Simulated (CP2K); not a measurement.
The system is CuSn3.

```
Sn Cu
1.0
     5.81017    0.00000    0.00000
     2.35611    5.31101    0.00000
    -4.08314   -2.65550    3.16770
Sn Cu
3 1
Direct
  0.50000 0.50000 0.00000
  0.25000 0.75000 0.50000
  0.75000 0.25000 0.50000
  0.00000 0.00000 0.00000
```

The cell comes from a database or a generator and needn't be the stable form of this composition.

```yaml
Program: CP2K 2026.2
Task: single point
Functional: PBE
Potentials_or_basis: POTENTIAL_UZH Sn GTH-PBE-q4, Cu GTH-PBE-q11; TZVP-MOLOPT-PBE-GTH basis
Density_cutoff: 6123 eV
k_mesh: 8 × 8 × 8
Occupations: fermi-dirac, width 0.05 eV
Spin: no spin polarisation
```

On this cell: pressure 0.0 GPa; largest force under 0.003 eV/Å; band gap on the k mesh none (metal or under the smearing width).

The same run follows on a disturbed copy (atoms moved at random, drawn with an rms of 0.05 Å):

```
CELL_PARAMETERS angstrom
5.81017 0.00000 0.00000
2.35611 5.31101 0.00000
-4.08314 -2.65550 3.16770
ATOMIC_POSITIONS crystal
Sn 0.51647 0.50663 0.02347
Sn 0.25575 0.74406 0.49761
Sn 0.75240 0.24534 0.49534
Cu 0.01581 0.99830 0.00891
```

**Question.** What does the disturbed cell give?

**Answer.** The energy (extrapolated to zero smearing) moves by +1.0 meV/atom; pressure 0.1 GPa; largest force 0.104 eV/Å; band gap on the k mesh none (metal or under the smearing width).

Forces in eV/Å, atoms in the order of the input:
```
Sn   0.046  0.027 -0.089
Sn  -0.050  0.022  0.011
Sn  -0.007 -0.043  0.047
Cu   0.004 -0.011  0.031
```

Stress tensor (GPa, compression positive):
```
-0.06 -0.11 -0.10
-0.11  0.13 -0.07
-0.10 -0.07  0.14
```

Caveats: the basis of atomic orbitals isn't converged, which shifts pressures, moduli and gaps.
